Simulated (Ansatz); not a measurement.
**C₄H₄Si: a ladder of functionals and wavefunction methods**

The task here is to estimate one member of a computed series from the others.

Computed with Ansatz 0.2.0, Gaussian basis. Level: functionals in def2-TZVPP, the program's frozen cores in correlated methods.

Levels to be run: LDA (SPW92), PBE-D4, revPBE-D4, BLYP-D4, r2SCAN-D4, B97M-V, PBE0-D4, B3LYP-D4, r2SCANh-D4, r2SCAN0-D4, HSE06-D4, BHLYP-D4, CAM-B3LYP-D4, LC-ωPBE, ωB97X-V, ωB97M-V, B2PLYP, PBE-QIDH; CCSD(T)/def2-SVP; CCSD(T)/def2-TZVPP; MP2/def2-QZVPP; extrapolation to the limit; RPA on PBE.

## The relaxed structure

All runs share one geometry, relaxed beforehand with PBE0-D4 in a triple-zeta def2 set.

SMILES `C#C[SiH2]C#C`, 9 atoms, charge 0, spin multiplicity 1.

Atoms are counted from 1 here; the program's logs count them from 0.

Bond lengths: C1–C2 1.205 Å, C1–H6 1.066 Å, C2–Si3 1.821 Å, Si3–C4 1.821 Å, Si3–H7 1.481 Å, Si3–H8 1.481 Å, C4–C5 1.205 Å, C5–H9 1.066 Å. Angles: C2–C1–H6 179.8°, C1–C2–Si3 179.3°, C2–Si3–C4 109.7°, C2–Si3–H7 109.3°, C2–Si3–H8 109.3°, C4–Si3–H7 109.3°, C4–Si3–H8 109.3°, H7–Si3–H8 109.9°, Si3–C4–C5 179.3°, C4–C5–H9 179.8°.

The first run:

in.yaml

```yaml
crystal:
  periodic: [false, false, false]
  atoms:
    - {symbol: C, position_ang: [1.986064, -0.068009, 1.693040]}
    - {symbol: C, position_ang: [1.245019, -0.318184, 0.775771]}
    - {symbol: Si, position_ang: [0.139517, -0.713752, -0.616364]}
    - {symbol: C, position_ang: [-1.252921, 0.459594, -0.648381]}
    - {symbol: C, position_ang: [-2.180563, 1.228677, -0.681707]}
    - {symbol: H, position_ang: [2.639623, 0.155608, 2.505083]}
    - {symbol: H, position_ang: [0.896061, -0.611380, -1.885802]}
    - {symbol: H, position_ang: [-0.384559, -2.089255, -0.450097]}
    - {symbol: H, position_ang: [-2.999844, 1.910302, -0.708643]}
basis:
  gaussian: {orbitals: def2-TZVPP}
hamiltonian: {xc: lda}
output: {orbitals: {seedname: orbitals}}
```

Among the steps run: LDA; PBE-D4 (GGA); revPBE-D4 (GGA); BLYP-D4 (GGA); r2SCAN-D4 (meta-GGA); B97M-V (meta-GGA); PBE0-D4 (hybrid); B3LYP-D4 (hybrid); r2SCANh-D4 (hybrid); r2SCAN0-D4 (hybrid); HSE06-D4 (hybrid); BHLYP-D4 (hybrid); CAM-B3LYP-D4 (range-separated); LC-ωPBE-D4 (range-separated; the results give it without D4); ωB97X-V (range-separated); ωB97M-V (range-separated); B2PLYP (double hybrid); PBE-QIDH (double hybrid).

One of the session's tables, all rows but one given; the rest of the session is left out.

It belongs to the step «Frontier levels by functional». 

```
  functional  HOMO (eV)  gap (eV)
 LDA (SPW92)      -7.18      5.55
      PBE-D4      -7.04      5.63
   revPBE-D4      -6.99      5.66
     BLYP-D4      -6.89      5.64
   r2SCAN-D4          ?         ?
      B97M-V      -7.29      6.13
     PBE0-D4      -8.24      7.78
    B3LYP-D4      -8.01      7.36
  r2SCANh-D4      -7.73      6.89
  r2SCAN0-D4      -8.41      8.08
    HSE06-D4      -7.84      7.00
    BHLYP-D4      -9.30      9.91
CAM-B3LYP-D4      -9.59     10.28
     LC-ωPBE     -11.01     12.83
     ωB97X-V     -10.60     12.34
     ωB97M-V     -10.46     12.05
```

**Question.** Estimate the row for r2SCAN-D4.

Worked estimate for «HOMO (eV)». Against the share of exact exchange, r2SCANh-D4 (0.1, -7.73), r2SCAN0-D4 (0.25, -8.41) give a slope of -4.53 per unit share; at 0 the line stands at -7.28.

**Answer.** HOMO (eV): -7.28; gap (eV): 6.10. In «HOMO (eV)» the line misses by 0.00.
